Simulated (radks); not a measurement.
# Taking charge from the 3p level of P⁺ in fractions

One table from this session's results is given with a row withheld; the runs are named, their logs left out.

The numbers are computed with radks (a radial shooting solver on a logarithmic mesh, Libxc functionals) version 1 (scalar-relativistic Kohn-Sham, r2SCAN, spin-unpolarised, spherical densities, finite nucleus), except any that are marked as measured or tabulated.

## Starting point

```
element            : phosphorus (Z = 15)
charge             : +1
electrons          : 14
configuration      : [Ne] 3s2 3p2
nuclear rms radius : 3.1889 fm
```

The outer shells:

P⁺
```
[Ne] core
3s [↑↓]
3p [↑ ][↑ ][  ]
```

Set-up of the first run:

The run's settings:

```text
Z 15
configuration [Ne] 3s2 3p2
relativity scalar-relativistic
functional r2scan,r2scan
spin unpolarised
nucleus finite rms 3.1889 fm
c 137.035999084
```

Steps of the session up to this table: Start: [Ne] 3s2 3p2.

One table of the session follows, with a row left open; its other results are not shown here.

It belongs to the step «Start: [Ne] 3s2 3p2». Radial moments (bohr):

```
level     <r>  outermost maximum (interpolated)  90 % within  nodes
   1s  0.1036                            0.0677        0.185      0
   2s  0.5173                             0.418        0.812      1
   2p  0.4841                             0.355        0.808      0
   3s       ?                                 ?            ?      ?
   3p   2.133                              1.76         3.28      1
```

**Question.** Estimate the row for 3s.

As computed: <r>: 1.836; outermost maximum (interpolated): 1.55; 90 % within: 2.76; nodes: 2. In the column «<r>» it lies between 2s (0.5173) and 3p (2.133).
